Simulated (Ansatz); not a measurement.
**GeBrMe3 (C₃H₉BrGe): geometry, orbitals and charge**

Aim: characterise GeBrMe3 (C₃H₉BrGe) as a singlet: its structure, frontier levels and distribution of charge.

Program: Ansatz 0.2.0, Gaussian basis. Level of theory: RKS PBE0-D4/def2-TZVP. These are calculated values, not measurements.

The runs, in order: relaxation at r2SCAN-D4/def2-SVP; a single point at PBE0-D4/def2-TZVP.

3 further runs of the same task are left out: 1 that didn't finish, 2 set aside as unsound or not needed.

### 1 The starting structure

14 atoms, charge 0, spin multiplicity 1.

Atoms are counted from 1 here; the program's logs count them from 0.

Bond lengths: Ge1–Br2 2.318 Å, Ge1–C3 1.991 Å, Ge1–C7 1.991 Å, Ge1–C11 1.990 Å, C3–H4 1.087 Å, C3–H5 1.086 Å, C3–H6 1.087 Å, C7–H8 1.087 Å, C7–H9 1.086 Å, C7–H10 1.087 Å, C11–H12 1.087 Å, C11–H13 1.087 Å, C11–H14 1.086 Å. Angles: Br2–Ge1–C3 105.5°, Br2–Ge1–C7 105.5°, Br2–Ge1–C11 105.5°, C3–Ge1–C7 113.1°, C3–Ge1–C11 113.1°, C7–Ge1–C11 113.2°, Ge1–C3–H4 110.7°, Ge1–C3–H5 110.1°, Ge1–C3–H6 110.7°, H4–C3–H5 108.5°, H4–C3–H6 108.3°, H5–C3–H6 108.5°, Ge1–C7–H8 110.7°, Ge1–C7–H9 110.1°, Ge1–C7–H10 110.7°, H8–C7–H9 108.5°, H8–C7–H10 108.3°, H9–C7–H10 108.5° and more.

The start is a GFN2-xTB geometry.

### 2 Relaxation at r2SCAN-D4/def2-SVP

File in.yaml:

```yaml
crystal:
  periodic: [false, false, false]
  atoms:
    - {symbol: Ge, position_ang: [0.001840, 0.001320, 0.356770]}
    - {symbol: Br, position_ang: [0.016730, 0.014670, 2.675120]}
    - {symbol: C, position_ang: [1.916710, 0.007120, -0.188120]}
    - {symbol: H, position_ang: [2.434350, 0.864410, 0.234960]}
    - {symbol: H, position_ang: [1.996440, 0.056310, -1.269880]}
    - {symbol: H, position_ang: [2.415720, -0.896290, 0.153460]}
    - {symbol: C, position_ang: [-0.966440, 1.656590, -0.177740]}
    - {symbol: H, position_ang: [-1.984800, 1.645800, 0.202880]}
    - {symbol: H, position_ang: [-1.004470, 1.733550, -1.260060]}
    - {symbol: H, position_ang: [-0.464980, 2.538330, 0.213130]}
    - {symbol: C, position_ang: [-0.953460, -1.666380, -0.160600]}
    - {symbol: H, position_ang: [-1.978820, -1.648920, 0.200420]}
    - {symbol: H, position_ang: [-0.458390, -2.537650, 0.261140]}
    - {symbol: H, position_ang: [-0.970440, -1.768860, -1.241500]}
basis:
  gaussian: {orbitals: def2-SVP}
hamiltonian: {xc: r2scan, dispersion: d4}
scf: {lower_state_search: "off"}
output: {orbitals: {seedname: orbitals}}
relax: {f_tol: 0.02, max_steps: 100}
```

Command:

```sh
ansatz run in.yaml --threads 4 --pin off --events-out ev --progress --plain --max-ram 4787MiB
```

After this run come: Single point, PBE0-D4/def2-TZVP.

Q: Predict the results of all the runs planned. Wanted: point group; commonest bond, hydrogen aside; HOMO, LUMO at PBE0-D4/def2-TZVP; dipole at r2SCAN-D4/def2-SVP.

As calculated:

| quantity | value |
| --- | --- |
| point group | C3v |
| commonest bond, hydrogen aside | C–Ge, 3 of mean length 1.947 Å |
| HOMO, LUMO at PBE0-D4/def2-TZVP | -7.74, 0.42 eV |
| dipole at r2SCAN-D4/def2-SVP | 2.94 D |

In words: The molecule keeps its bonding pattern by the stored test; the atoms moved 0.06 Å (rms). No usable vibrations, so a minimum isn't proven. The HOMO lies nearest to Br2 78 %; C3 7 % and the LUMO to Br2 36 %; Ge1 36 %.
